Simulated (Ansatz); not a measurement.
Crystal: RuSe.

```
Ru Se
1.0
     0.00000    2.67762    2.67762
     2.67762    0.00000    2.67762
     2.67762    2.67762    0.00000
Ru Se
1 1
Direct
  0.50000 0.50000 0.50000
  0.00000 0.00000 0.00000
```

The cell comes from a database or a generator and needn't be the stable form of this composition.

Base run:

```yaml
Program: Ansatz 0.2.0
Functional: LDA
Potentials_or_basis: Ansatz PAW
Cutoff: "420 eV (not typed: the program's choice for these potentials)"
k_mesh: 6 × 6 × 6
Occupations: gaussian, width 0.05 eV
Spin: collinear spin, program default start
Fixed_moment: 0 μB
Hubbard_terms: Ru d U = 2 eV
```

Its results: pressure -19.7 GPa.

Question: The run is repeated on the same cell with these changes: functional from LDA to r2SCAN; cutoff from 420 eV (not typed: the program's choice for these potentials) to 500 eV (not typed: the program's choice for these potentials); hubbard terms from Ru d U = 2 eV to Ru d U = 4 eV. What comes out?

Answer: Pressure -2.5 GPa.

Several settings changed at once, so the effect can't be laid on one alone.

Caveats: the magnetic or orbital state may not be the lowest; the total moment is fixed, so each spin has its own Fermi level; the PAW data sets come from PBE, with cores solved anew for the run's functional, which leaves a small shift of forces and pressure; the thresholds are loose for stress.
